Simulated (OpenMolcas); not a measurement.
# One shape, several levels: SiH2O2F (SMILES O[Si](O)F)

Wanted: a comparison of 5 runs (UHF/3-21G, UB3LYP/6-31G*, U-r2SCAN/aug-cc-pVDZ, USVWN5/aug-cc-pVDZ, ROMP2/aug-cc-pVDZ) of SiH2O2F. 

Program for the calculation: OpenMolcas 26.06.

**1. The structure to begin with**

The species is SiH2O2F (6 atoms), meant as a doublet with charge 0. As SMILES, `O[Si](O)F`. The Si2–F4 distance was set to 2.869 Å, away from the relaxed value. At this shape a bond of the SMILES string is far longer than usual.

Bond lengths: O1–Si2 1.630 Å, Si2–O3 1.639 Å, O1–H5 0.959 Å, O3–H6 0.959 Å. Angles: O1–Si2–O3 107.8°, Si2–O1–H5 117.1°, Si2–O3–H6 117.8°. A long bond or contact: Si2–F4 2.869 Å.

**2. The energy at UHF/3-21G (run 1)**

Input file job.input:

```
&GATEWAY
BasLib
$CurrDir
Coord
6
angstrom
O       -0.708496       1.960100       0.229558
Si       0.561704       0.954300       0.409358
O        0.525104       0.367400       1.939258
F        0.159400      -1.133900      -1.516300
H       -0.872796       2.586900       0.936958
H        1.271104      -0.158500       2.234358
Basis
3-21G
Group
NoSym
&SEWARD
&SCF
UHF
Spin
2
Thresholds
1e-10 1e-07 1e-07 1e-05
PrOrbitals
1 1
```

The basis set 3-21G is read from a file made from the Basis Set Exchange's data (not shown).

Command:

```bash
export MOLCAS_MEM=1860
pymolcas job.input > job.log
```

Log:

```text
--- Start Module: gateway ---
[...]
--- Stop Module: gateway /rc=_RC_ALL_IS_WELL_ ---
--- Start Module: seward ---
[...]
      Basis functions           44
--- Stop Module: seward /rc=_RC_ALL_IS_WELL_ ---
--- Start Module: scf ---
[...]
       Convergence after  78 Iterations
[...]
::    Total SCF energy                               -536.3555279459
[...]
      Total spin, S                                     0.5083224243
[...]
      Total electronic charge=   41.000000
      Total            charge=   -0.000000
[...]
      Dipole Moment (debye):
      Origin of the operator (angstrom)=    0.2002    0.5536    0.2535
                   X=  1.3780E+00               Y=  2.3907E-01               Z=  1.8528E+00           Total=  2.3214E+00
      Quadrupole Moment (debye*angstrom):
[...]
--- Stop Module: scf /rc=_RC_ALL_IS_WELL_ ---
[...]
```

Wall time 4.8 s (1 thread of Arm Neoverse V2, shared host); peak memory 0.38 GiB.

**3. A single-point energy at UB3LYP/6-31G(d) (Cartesian functions) (run 2)**

Input file input.xyz:

```xyz
6

O     -0.708496     1.960100     0.229558
Si     0.561704     0.954300     0.409358
O      0.525104     0.367400     1.939258
F      0.159400    -1.133900    -1.516300
H     -0.872796     2.586900     0.936958
H      1.271104    -0.158500     2.234358
```

Input file calc.inp:

```
* FH2O2Si Kohn-Sham DFT
&GATEWAY
BasLib = $CurrDir
Coord = input.xyz
Basis = 6-31Gs
Group = NoSym
&SEWARD
GridInput
Grid=UltraFine
End of Grid
&SCF
UHF
Spin = 2
KSDFT = B3LYP
Thresholds = 1e-10 1e-07 1e-07 1e-05
PrOrbitals = 0
```

The basis set 6-31G* is read from a file made from the Basis Set Exchange's data (not shown).

Command:

```bash
export MOLCAS_MEM=1860
pymolcas calc.inp > calc.log
```

Log:

```text
--- Start Module: gateway ---
[...]
--- Stop Module: gateway /rc=_RC_ALL_IS_WELL_ ---
--- Start Module: seward ---
[...]
      Basis functions           68
--- Stop Module: seward /rc=_RC_ALL_IS_WELL_ ---
[...]
--- Start Module: scf ---
[...]
       Convergence after  29 Iterations
[...]
::    Total KS-DFT energy                            -540.9251350044
[...]
      Total spin, S                                     0.5114474822
[...]
      Total electronic charge=   41.000000
      Total            charge=   -0.000000
[...]
      Dipole Moment (debye):
      Origin of the operator (angstrom)=    0.2002    0.5536    0.2535
                   X=  1.5685E+00               Y=  2.7451E+00               Z=  4.1528E+00           Total=  5.2194E+00
      Quadrupole Moment (debye*angstrom):
[...]
--- Stop Module: scf /rc=_RC_ALL_IS_WELL_ ---
[...]
```

It took 32 s on 1 thread of Arm Neoverse V2, shared host; peak memory 0.41 GiB.

Run 3 isn't shown in full; the table further down has it.

**4. A single-point energy at USVWN5/aug-cc-pVDZ (run 4)**

Input file run.input:

```
* FH2O2Si Kohn-Sham DFT

&GATEWAY
 BASLIB=$CurrDir
 COORD
 6
 angstrom
 O       -0.708496       1.960100       0.229558
 Si       0.561704       0.954300       0.409358
 O        0.525104       0.367400       1.939258
 F        0.159400      -1.133900      -1.516300
 H       -0.872796       2.586900       0.936958
 H        1.271104      -0.158500       2.234358
 BASIS=aug-cc-pVDZ
 GROUP=NoSym

&SEWARD
 GRIDINPUT
 Grid=UltraFine
 End of Grid

&SCF
 UHF
 SPIN=2
 KSDFT=SVWN5
 THRESHOLDS=1e-10 1e-07 1e-07 1e-05
 PRORBITALS=1 2
```

The basis set aug-cc-pVDZ is read from a file made from the Basis Set Exchange's data (not shown).

Command:

```bash
export MOLCAS_MEM=1860
pymolcas run.input > run.log
```

Log:

```text
--- Start Module: gateway ---
[...]
--- Stop Module: gateway /rc=_RC_ALL_IS_WELL_ ---
--- Start Module: seward ---
[...]
      Basis functions          114
--- Stop Module: seward /rc=_RC_ALL_IS_WELL_ ---
[...]
--- Start Module: scf ---
[...]
       Convergence after  25 Iterations
[...]
::    Total KS-DFT energy                            -538.1261189569
[...]
      Total spin, S                                     0.5026536131
[...]
      Total electronic charge=   41.000000
      Total            charge=   -0.000000
[...]
      Dipole Moment (debye):
      Origin of the operator (angstrom)=    0.2002    0.5536    0.2535
                   X=  1.7297E+00               Y=  4.2408E+00               Z=  5.4673E+00           Total=  7.1321E+00
      Quadrupole Moment (debye*angstrom):
[...]
--- Stop Module: scf /rc=_RC_ALL_IS_WELL_ ---
[...]
```

Wall time 56 s (1 thread of Arm Neoverse V2, shared host); peak memory 0.69 GiB.

**5. The energy at ROMP2/aug-cc-pVDZ (run 5)**

Input file job.inp:

```
&GATEWAY
 BasLib=$CurrDir
 Coord
 6
 angstrom
 O       -0.708496       1.960100       0.229558
 Si       0.561704       0.954300       0.409358
 O        0.525104       0.367400       1.939258
 F        0.159400      -1.133900      -1.516300
 H       -0.872796       2.586900       0.936958
 H        1.271104      -0.158500       2.234358
 Basis=aug-cc-pVDZ
 Group=NoSym

&SEWARD

&SCF
 UHF
 Spin=2
 Thresholds=1e-10 1e-07 1e-07 1e-05
 PrOrbitals=1 2

&RASSCF
 FileOrb=$Project.UnaOrb
 Spin=2
 Nactel=1 0 0
 Inactive=20
 Ras2=1
 OutOrbitals=Canonical
 OrbListing=Nothing

&CASPT2
 IPEA=0.0
 Frozen=8
```

The basis set aug-cc-pVDZ is read from a file made from the Basis Set Exchange's data (not shown).

Command:

```bash
export MOLCAS_MEM=1860
pymolcas job.inp > job.log
```

Log:

```text
--- Start Module: gateway ---
[...]
--- Stop Module: gateway /rc=_RC_ALL_IS_WELL_ ---
[...]
      Basis functions          114
[...]
       Convergence after  41 Iterations
[...]
::    Total SCF energy                               -539.2817339051
[...]
      Total spin, S                                     0.5905558961
[...]
--- Start Module: rasscf ---
[...]
      Number of active orbitals                  1
[...]
      Spin quantum number                      0.5
[...]
      Active orbitals                            1
[...]
      Number of CSFs                             1
[...]
      Number of root(s) required                 1
[...]
      Convergence after 20 iterations
[...]
      printout of CI-coefficients larger than  0.05 for root  1
      energy=    -539.273787
      conf/sym  1     Coeff  Weight
             1  u   1.00000 1.00000
      Natural orbitals and occupation numbers for root  1
      sym 1:   1.000000
      ************************************************************************************************************************
      *                                                    Final results                                                     *
[...]
::    RASSCF root number  1 Total energy:   -539.27378695
[...]
      Total electronic charge=   41.000000
      Total            charge=   -0.000000
[...]
      Dipole Moment (debye):
      Origin of the operator (angstrom)=    0.2002    0.5536    0.2535
                   X=  8.6867E-01               Y=  3.9493E-01               Z=  1.9050E+00           Total=  2.1306E+00
      Quadrupole Moment (debye*angstrom):
[...]
--- Stop Module: rasscf /rc=_RC_ALL_IS_WELL_ ---
[...]
--- Start Module: caspt2 ---
[...]
      E2 (Variational):          -0.6608234295
      Total energy:            -539.9346103756
[...]
      Reference weight:           0.70421
[...]
::    CASPT2 Root  1     Total energy:   -539.93461038
[...]
```

Run time: 51 s. Hardware: 1 thread of Arm Neoverse V2, shared host; peak memory 0.69 GiB.

**6. All runs side by side**

```csv
run,level,Cartesian functions,integration grid,energy (Eh),dipole moment (D),HOMO energy (eV),LUMO energy (eV),wall time
1,UHF/3-21G,no,–,-536.355528,2.32,-9.14,1.78,4.8 s
2,UB3LYP/6-31G* (Cartesian functions),yes,UltraFine,-540.925135,5.22,-7.28,-4.55,32 s
3,U-r2SCAN/aug-cc-pVDZ,no,UltraFine,-540.851904,6.72,-7.11,-5.57,2.3 min
4,USVWN5/aug-cc-pVDZ,no,UltraFine,-538.126119,7.13,-6.61,-6.18,56 s
5,ROMP2/aug-cc-pVDZ,no,–,-539.934610,–,–,–,51 s
```

**7. What came out**

| quantity | value |
| --- | --- |
| run 5: total energy | -539.93461 Eh |

**Reading.** Over runs 1, 2, 3, 4 the dipole moment (its size) runs from 2.32 D (UHF/3-21G) to 7.13 D (USVWN5/aug-cc-pVDZ). The two ends differ in method and basis. Totals of different functionals can't be ranked against each other. All runs together took 4.7 min, the longest 2.3 min.
